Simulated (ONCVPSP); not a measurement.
**Gallium: generating and testing an ONCV potential**

Aim: build the potential from the settings below, then test how well it stands in for the atom: other configurations, scattering, ghost states and the plane-wave cutoff that it needs.

Program: ONCVPSP 4.0.1.1 (patched build). Reference atom: PBE, scalar-relativistic, spherical and spin-unpolarised. All values are calculated.

### 1 Settings

Typed settings, in words:

| Item | Value |
| --- | --- |
| element | gallium (Ga, Z = 31) |
| type | optimised norm-conserving Vanderbilt (ONCV) |
| frozen core | [Ar] |
| valence charge | 13 |
| reference configuration | 3d10 4s2 4p1 |
| partial waves | 4s: rc 1.75 bohr, ncon 4, nbas 8, qcut 3.9 1/bohr, 2 projectors, debl 2.8 Ha; 4p: rc 2.70 bohr, ncon 3, nbas 6, qcut 2.5 1/bohr, 1 projector; 3d: rc 1.35 bohr, ncon 5, nbas 9, qcut 14.2 1/bohr, 2 projectors, debl 1.1 Ha |
| local potential | polynomial inside 1.00 bohr (lpopt 3, dvloc0 4 Ha) |
| core correction | not asked for |

The nodes and maxima of the atom's own shells, from an earlier all-electron run, set the scale for the radii.

All-electron outer shells of the reference configuration (PBE, scalar-relativistic, ld1.x):

```
shell  level (eV)  outermost node (bohr)  outermost maximum (bohr)
   3s     -148.13                   0.27                      0.56
   3p      -98.86                   0.24                      0.56
   3d      -19.15                      –                      0.53
   4s       -8.95                   0.81                      1.90
   4p       -2.58                   0.87                      2.53
```

### 2 Generating the potential

Input file Ga.dat:

```
# ATOM AND REFERENCE CONFIGURATION
# atsym  z   nc   nv     iexc    psfile
  Ga 31.00    5    3        4      upf
#
#   n    l    f
    1    0    2.00
    2    0    2.00
    2    1    6.00
    3    0    2.00
    3    1    6.00
    3    2   10.00
    4    0    2.00
    4    1    1.00
#
# PSEUDOPOTENTIAL AND OPTIMIZATION
# lmax
    2
#
#   l,   rc,      ep,       ncon, nbas, qcut
    0    1.75    0.00    4    8    3.90
    1    2.70    0.00    3    6    2.50
    2    1.35    0.00    5    9   14.20
#
# LOCAL POTENTIAL
# lloc, lpopt,  rc(5),   dvloc0
    4    3    1.00    4.00
#
# VANDERBILT-KLEINMAN-BYLANDER PROJECTORs
# l, nproj, debl
    0    2    2.80
    1    1    0.90
    2    2    1.10
#
# MODEL CORE CHARGE
# icmod, fcfact, rcfact
    0    0.00    0.00
#
# LOG DERIVATIVE ANALYSIS
# epsh1, epsh2, depsh
   -2.00    5.00    0.02
#
# OUTPUT GRID
# rlmax, drl
    6.00    0.01
#
# TEST CONFIGURATIONS
# ncnf
    4
# nvcnf
#   n    l    f
    3
    3    2   10.00
    4    0    2.00
    4    1    0.00
#
    3
    3    2   10.00
    4    0    1.00
    4    1    0.00
#
    3
    3    2   10.00
    4    0    0.00
    4    1    0.00
#
    3
    3    2    9.00
    4    0    2.00
    4    1    2.00
#
```

Command:

```sh
oncvpsp.x < Ga.dat > Ga.out
```

Q: Predict the outcome of this session. Wanted: cutoffs for 1 and 0.1 mHa per electron, occupied waves; bound ghosts; GHOST(+) flags; largest test error; largest phase difference near zero energy, channels read.

As calculated:

| quantity | value |
| --- | --- |
| cutoffs for 1 and 0.1 mHa per electron, occupied waves | 74 Ha and 83 Ha |
| bound ghosts | none found |
| GHOST(+) flags | s at 102 eV |
| largest test error (AE − PS) | -87 meV, for 3d9 4s2 4p2 (1 test unsolved) |
| largest phase difference near zero energy, channels read | 0.008 rad |

In words: By total energies transferability is fair where solved: the largest error is 87 meV on 20.3 eV, for 3d9 4s2 4p2. Of the tests 1 gave no usable energy difference, which is a warning in itself. By its cutoff, 74 Ha for the looser tolerance, it is very hard. At the looser tolerance the 3d wave is the slowest; 4s needs 7 Ha. It is free of bound ghosts as far as tested. Near zero energy the phases of the channels with partial waves agree within 0.008 rad. The program also flags highly localised states, GHOST(+) (s).
